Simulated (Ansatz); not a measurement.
# F₂H₂NSTa: one species, many methods

One table from this session's results is given with a row withheld; the runs are named, their logs left out.

The runs use Ansatz 0.2.0, Gaussian basis; functionals in def2-TZVPP, the program's frozen cores in correlated methods.

The runs, in order: LDA (SPW92), PBE-D4, revPBE-D4, BLYP-D4, r2SCAN-D4, B97M-V, PBE0-D4, B3LYP-D4, r2SCANh-D4, r2SCAN0-D4, HSE06-D4, BHLYP-D4, CAM-B3LYP-D4, LC-ωPBE, ωB97X-V, ωB97M-V, B2PLYP, PBE-QIDH; CCSD(T)/def2-SVP; CCSD(T)/def2-TZVPP; MP2/def2-QZVPP; extrapolation to the limit; RPA on PBE.

## The geometry

The geometry comes from an earlier relaxation with PBE0-D4 in a triple-zeta def2 set; it is a stationary point, not always the lowest conformer. Ta takes the def2 core potential; no spin-orbit term is included.

SMILES `[NH2][Ta]([F])([F])=[S]`, 7 atoms, charge 0, spin multiplicity 1.

Atoms are counted from 1 here; the program's logs count them from 0.

Bond lengths: N1–Ta2 1.949 Å, N1–H6 1.012 Å, N1–H7 1.009 Å, Ta2–F3 1.872 Å, Ta2–F4 1.872 Å, Ta2–S5 2.156 Å. Angles: Ta2–N1–H6 123.0°, Ta2–N1–H7 126.2°, H6–N1–H7 110.8°, N1–Ta2–F3 109.7°, N1–Ta2–F4 109.7°, N1–Ta2–S5 105.3°, F3–Ta2–F4 109.2°, F3–Ta2–S5 111.4°, F4–Ta2–S5 111.4°.

Set-up of the first run:

in.yaml reads:

```yaml
crystal:
  periodic: [false, false, false]
  atoms:
    - {symbol: N, position_ang: [-0.893768, 0.631677, 0.487755]}
    - {symbol: Ta, position_ang: [0.568116, -0.426256, -0.248754]}
    - {symbol: F, position_ang: [2.162262, -0.005608, 0.637636]}
    - {symbol: F, position_ang: [0.203612, -2.248942, -0.027678]}
    - {symbol: S, position_ang: [0.662821, 0.109741, -2.334642]}
    - {symbol: H, position_ang: [-1.171591, 0.585886, 1.459881]}
    - {symbol: H, position_ang: [-1.470252, 1.285502, -0.019799]}
basis:
  gaussian: {orbitals: def2-TZVPP}
hamiltonian: {xc: lda}
output: {orbitals: {seedname: orbitals}}
```

Launch:

```bash
$ ansatz run in.yaml --threads 4 --pin off --events-out ev --progress --plain --max-ram 10444MiB
```

Steps of the session up to this table: LDA; PBE-D4 (GGA); revPBE-D4 (GGA); BLYP-D4 (GGA); r2SCAN-D4 (meta-GGA); B97M-V (meta-GGA); B3LYP-D4 (hybrid); r2SCANh-D4 (hybrid); r2SCAN0-D4 (hybrid); HSE06-D4 (hybrid); BHLYP-D4 (hybrid); CAM-B3LYP-D4 (range-separated); LC-ωPBE (range-separated); ωB97X-V (range-separated); ωB97M-V (range-separated); B2PLYP (double hybrid); PBE-QIDH (double hybrid).

One of the session's tables, all rows but one given; the rest of the session is left out.

It belongs to the step «Frontier levels by functional». 

```
  functional  HOMO (eV)  LUMO (eV)  gap (eV)
 LDA (SPW92)      -6.80      -2.88      3.91
      PBE-D4          ?          ?         ?
   revPBE-D4      -6.53      -2.56      3.97
     BLYP-D4      -6.43      -2.52      3.91
   r2SCAN-D4      -6.90      -2.53      4.37
      B97M-V      -6.91      -2.45      4.46
     PBE0-D4      -7.82      -1.87      5.95
    B3LYP-D4      -7.56      -2.07      5.50
  r2SCANh-D4      -7.35      -2.24      5.11
  r2SCAN0-D4      -8.02      -1.79      6.23
    HSE06-D4      -7.42      -2.25      5.17
    BHLYP-D4      -8.84      -0.93      7.92
CAM-B3LYP-D4      -9.08      -0.77      8.31
     LC-ωPBE     -10.40       0.37     10.77
     ωB97X-V     -10.07       0.30     10.36
     ωB97M-V      -9.92       0.24     10.16
```

Q: Estimate the row for PBE-D4 from the others.

As computed: HOMO (eV): -6.61; LUMO (eV): -2.65; gap (eV): 3.96. In the column «HOMO (eV)» it lies between LDA (SPW92) (-6.80) and revPBE-D4 (-6.53).
